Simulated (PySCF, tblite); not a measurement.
**C₂H₈N₂Si₂: geometry, infrared bands and NMR shifts**

Wanted: the infrared bands and NMR shifts of C₂H₈N₂Si₂ (`N#CC[Si@H](N)[SiH3]`), by calculation.

The runs use tblite 0.8.0 and PySCF 2.14.0, with density-fitted response routines of our own; the level of theory stands in each step. All values are computed, except where a source is named. Atoms count from 0, in the outputs and in this text.

**1. Starting geometry**

14 atoms, charge 0, multiplicity 1; geometry from: force field or distance geometry start.

Bonds of the start (Å): N0–C1 1.17, C1–C2 1.46, C2–Si3 1.88, Si3–N4 1.71, Si3–Si5 2.35, C2–H6 1.09, C2–H7 1.10, Si3–H8 1.47, N4–H9 1.02, N4–H10 1.02, Si5–H11 1.49, Si5–H12 1.50, Si5–H13 1.48.

**2. Optimising the geometry with GFN2-xTB**

Job settings and geometry (Å):

```
{"job": {"kind": "relax", "xc": "GFN2-xTB", "basis": "xTB"}, "charge": 0, "multiplicity": 1}
N      2.495500    -2.275400    -0.083700
C      1.995400    -1.287600     0.291300
C      1.388400    -0.060600     0.792200
Si     0.006900     0.546100    -0.329400
N     -0.573100     2.073700     0.181300
Si    -1.666100    -1.099400    -0.363600
H      0.995900    -0.212900     1.799100
H      2.151800     0.727600     0.869400
H      0.514700     0.785300    -1.690400
H     -1.367300     2.351200    -0.403200
H      0.136000     2.785500     0.008500
H     -1.157300    -2.343400    -0.996400
H     -2.098500    -1.398500     1.040000
H     -2.822900    -0.592100    -1.137300
```

The run is started by

```bash
OMP_NUM_THREADS=1 python probes_run.py task.json out
```

One launch serves the whole session: the jobs run in the order shown.

**Question.** This job is followed by: GFN2-xTB harmonic vibrations, gas phase; GIAO PBE0/pcSseg-1 NMR shielding, non-relativistic, gas phase. What will the session give for the following? strongest single infrared mode (GFN2-xTB); zero-point energy (GFN2-xTB); ¹³C shifts against TMS (PBE0/pcSseg-1); ¹H shifts against TMS (PBE0/pcSseg-1, means over atoms taken as alike); ¹⁵N shifts against NH3 (PBE0/pcSseg-1); ²⁹Si shifts against TMS (PBE0/pcSseg-1).

**Answer**, as computed:

```
                                                              quantity                             value
                             strongest single infrared mode (GFN2-xTB)              784 cm⁻¹, 475 km/mol
                                          zero-point energy (GFN2-xTB)                     58.3 kcal/mol
                                ¹³C shifts against TMS (PBE0/pcSseg-1)                    121.7, 2.7 ppm
¹H shifts against TMS (PBE0/pcSseg-1, means over atoms taken as alike)  5.52, 3.49, 1.87, 1.78, 0.10 ppm
                                ¹⁵N shifts against NH3 (PBE0/pcSseg-1)                   296.1, 11.6 ppm
                               ²⁹Si shifts against TMS (PBE0/pcSseg-1)                 -23.2, -118.9 ppm
```

In words: Over 69 steps the energy fell by 0.343 eV; of the close pairs, C2–Si3 changed most, 1.880 to 1.928 Å. The lowest mode is slightly imaginary (14i cm⁻¹), a soft motion within the noise of the Hessian, so the minimum is not strictly shown. The strongest single mode, at 784 cm⁻¹, is spread over several atoms, H11, H12, H13, H10 among them. GFN2-xTB is a fitted tight-binding method: band positions and strengths are rough. Its intensities can rank the bands wrongly. C1 (nitrile carbon) lies farthest downfield among carbon, at 121.7 ppm; this is the usual window of a C≡N carbon, which has no attached hydrogen. At PBE0/pcSseg-1: The largest span, 509 ppm, is at N0, where the paramagnetic term is -369 ppm.
